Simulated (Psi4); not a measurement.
# AlClF2 (SMILES [F][Al]([F])[Cl]) at M06-L/def2-SVPD

Aim: the energy change on altering one bond length of AlClF2 at M06-L/def2-SVPD, from 2 runs. 

Program for the calculation: Psi4 1.11.

1 further run of the same task is left out (set aside as unsound or not needed).

### Step 1. The molecule

AlClF2 has 4 atoms, charge 0, and is taken as a singlet. SMILES: `[F][Al]([F])[Cl]`. Geometry: relaxed at PBE0-D4/def2-TZVP.

Bond lengths: F1–Al2 1.631 Å, Al2–F3 1.631 Å, Al2–Cl4 2.061 Å. Angles: F1–Al2–F3 119.0°, F1–Al2–Cl4 120.5°, F3–Al2–Cl4 120.5°.

### Step 2. The energy at M06-L/def2-SVPD

The input, run.py:

```python
import psi4

psi4.set_memory(2200000000)
psi4.set_num_threads(1)
psi4.core.set_output_file('psi4.out', False)

mol = psi4.geometry("""
0 1
F      0.997200     0.721760     1.149640
Al     0.069280    -0.050750     0.053570
F      0.273490    -1.653820    -0.164660
Cl    -1.339980     0.982810    -1.038560
units angstrom
symmetry c1
no_reorient
no_com
""")

options = {'basis': 'def2-SVPD', 'puream': True, 'e_convergence': 1e-09, 'd_convergence': 1e-08, 'scf_type': 'pk', 'dft_radial_points': 99, 'dft_spherical_points': 590}
psi4.set_options(options)

result, w = psi4.energy('m06-l', molecule=mol, return_wfn=True)
psi4.oeprop(w, 'LOWDIN_CHARGES', 'WIBERG_LOWDIN_INDICES', 'MULLIKEN_CHARGES')
print('E =', round(result, 9))
```

Launch:

```
python run.py
```

psi4.out, shortened:

```text
[...]
  Running in c1 symmetry.
[...]
  Nuclear repulsion =  198.347935170660406
[...]
  Multiplicity = 1
[...]
  Nalpha       = 24
  Nbeta        = 24
[...]
    Number of basis functions: 97
[...]
   @RKS iter   1:  -901.97405617431150   -3.74054e-01   7.49811e-03 ADIIS/DIIS
[...]
   @RKS iter  12:  -902.15225976883607   -2.04636e-12   1.65416e-09 DIIS
[...]
    Orbital Energies [Eh]
    ---------------------
    Doubly Occupied:
       1A   -101.162682     2A    -55.843671     3A    -24.501782
       4A    -24.501776     5A     -9.430721     6A     -7.140113
       7A     -7.135127     8A     -7.134302     9A     -4.194703
      10A     -2.706014    11A     -2.700321    12A     -2.699976
      13A     -1.143055    14A     -1.135340    15A     -0.804989
      16A     -0.465322    17A     -0.429314    18A     -0.411682
      19A     -0.403535    20A     -0.390358    21A     -0.382996
      22A     -0.381824    23A     -0.334059    24A     -0.325230
[...]
  @RKS Final Energy:  -902.15225976883607
   => Energetics <=
    Nuclear Repulsion Energy =            198.3479351706604064
    One-Electron Energy =               -1646.4249117706619927
    Two-Electron Energy =                 613.9011333263115375
    DFT Exchange-Correlation Energy =     -67.9764164951459549
    Empirical Dispersion Energy =           0.0000000000000000
    VV10 Nonlocal Energy =                  0.0000000000000000
    Total Energy =                       -902.1522597688360747
[...]
 Multipole Moments:
 ------------------------------------------------------------------------------------
     Multipole            Electronic (a.u.)      Nuclear  (a.u.)        Total (a.u.)
 ------------------------------------------------------------------------------------
 L = 1.  Multiply by 2.5417464519 to convert [e a0] to [Debye]
 Dipole X            :         19.6241049          -19.7340509           -0.1099460
 Dipole Y            :        -14.3934477           14.4743195            0.0808717
 Dipole Z            :         15.2103294          -15.2959913           -0.0856618
 Magnitude           :                                                    0.1611407
[...]
  Mulliken Charges: (a.u.)
   Center  Symbol    Alpha    Beta     Spin     Total
       1     F     4.82813  4.82813  0.00000 -0.65627
       2    AL     5.52842  5.52842  0.00000  1.94317
       3     F     4.82813  4.82813  0.00000 -0.65627
       4    CL     8.81532  8.81532  0.00000 -0.63063
   Total alpha = 24.00000, Total beta = 24.00000, Total charge = -0.00000
  Lowdin Charges: (a.u.)
   Center  Symbol    Alpha    Beta     Spin     Total
       1     F     4.71914  4.71914  0.00000 -0.43829
       2    AL     6.05325  6.05325  0.00000  0.89349
[...]
```

Standard output:

```text
E = -902.152259769
```

Wall time 29 s (1 thread of Intel Xeon Platinum 8259CL at 2.50GHz (Skylake/Cascade Lake), shared host); peak memory 1 GiB.

### Step 3. The distorted shape at the same level

The input, job.inp:

```
memory 2200 MB

molecule geom {
  F      1.136386     0.837635     1.314049
  Al     0.069280    -0.050750     0.053570
  F      0.273490    -1.653820    -0.164660
  Cl    -1.339980     0.982810    -1.038560
  symmetry c1
}

set {
  basis                def2-SVPD
  reference            rks
  puream               true
  e_convergence        1e-09
  d_convergence        1e-08
  scf_type             pk
  dft_radial_points    99
  dft_spherical_points 590
}

E, wfn = energy('m06-l', return_wfn=True)
oeprop(wfn, 'QUADRUPOLE', 'DIPOLE', 'MULLIKEN_CHARGES')
print_variables()
```

Launch:

```
psi4 -n 1 job.inp job.out
```

job.out, shortened:

```text
[...]
  Running in c1 symmetry.
[...]
  Nuclear repulsion =  190.796850735955047
[...]
  Multiplicity = 1
[...]
  Nalpha       = 24
  Nbeta        = 24
[...]
    Number of basis functions: 97
[...]
   @RKS iter   1:  -901.95595049142719   -4.52372e-01   7.37832e-03 DIIS/ADIIS
[...]
   @RKS iter  12:  -902.13317317898066    2.27374e-13   2.90027e-09 DIIS
[...]
  @RKS Final Energy:  -902.13317317898066
   => Energetics <=
    Nuclear Repulsion Energy =            190.7968507359550472
    One-Electron Energy =               -1631.1985231575847592
    Two-Electron Energy =                 606.1645778486808922
    DFT Exchange-Correlation Energy =     -67.8960786060319208
    Empirical Dispersion Energy =           0.0000000000000000
    VV10 Nonlocal Energy =                  0.0000000000000000
    Total Energy =                       -902.1331731789806554
[...]
 Multipole Moments:
 ------------------------------------------------------------------------------------
     Multipole            Electronic (a.u.)      Nuclear  (a.u.)        Total (a.u.)
 ------------------------------------------------------------------------------------
 L = 1.  Multiply by 2.5417464519 to convert [e a0] to [Debye]
 Dipole X            :          0.4892847           -0.8468487           -0.3575640
 Dipole Y            :         -0.6438597            0.5700488           -0.0738110
 Dipole Z            :          0.3048627           -0.6696468           -0.3647841
 Magnitude           :                                                    0.5161080
 L = 2.  Multiply by 1.3450342976 to convert [e a0^2] to [Debye ang]
 Quadrupole XX       :       -172.7862552          146.8666265          -25.9196287
 Quadrupole XY       :         58.0413675          -58.1164992           -0.0751317
[...]
  Mulliken Charges: (a.u.)
   Center  Symbol    Alpha    Beta     Spin     Total
       1     F     4.84633  4.84633  0.00000 -0.69267
       2    AL     5.52417  5.52417  0.00000  1.95166
       3     F     4.82505  4.82505  0.00000 -0.65009
       4    CL     8.80445  8.80445  0.00000 -0.60890
   Total alpha = 24.00000, Total beta = 24.00000, Total charge = -0.00000
  Variable Map:
  ----------------------------------------------------------------------------
  "CURRENT ENERGY"              =>    -902.133173178981
  "CURRENT REFERENCE ENERGY"    =>    -902.133173178981
[...]
```

It took 34 s on 1 thread of Intel Xeon Platinum 8259CL at 2.50GHz (Skylake/Cascade Lake), shared host; peak memory 1 GiB.

### Step 4. Results

Level: M06-L/def2-SVPD.

| quantity | value |
| --- | --- |
| first shape: total energy | -902.15226 Eh |
| first shape: dipole moment | 0.41 D |
| first shape: HOMO energy | -8.85 eV |
| first shape: LUMO energy | -1.63 eV |
| first shape: HOMO–LUMO gap | 7.22 eV |
| distorted shape: total energy | -902.13317 Eh |
| distorted shape: dipole moment | 1.31 D |
| distorted shape: HOMO energy | -9.04 eV |
| distorted shape: LUMO energy | -2.23 eV |
| distorted shape: HOMO–LUMO gap | 6.81 eV |
| energy change with the F1–Al2 bond stretched from 1.631 to 1.875 Å | 0.519 eV |

**Reading.** With the F1–Al2 bond stretched from 1.631 to 1.875 Å the energy rises by 0.52 eV (50.1 kJ/mol). The first shape isn't relaxed at this level, so the change isn't measured from a minimum. Mulliken charges (first shape) run from -0.66 on F1 to +1.94 on Al2; in a basis this large or diffuse they mean little. Mulliken charges (distorted shape) run from -0.69 on F1 to +1.95 on Al2; in a basis this large or diffuse they mean little.
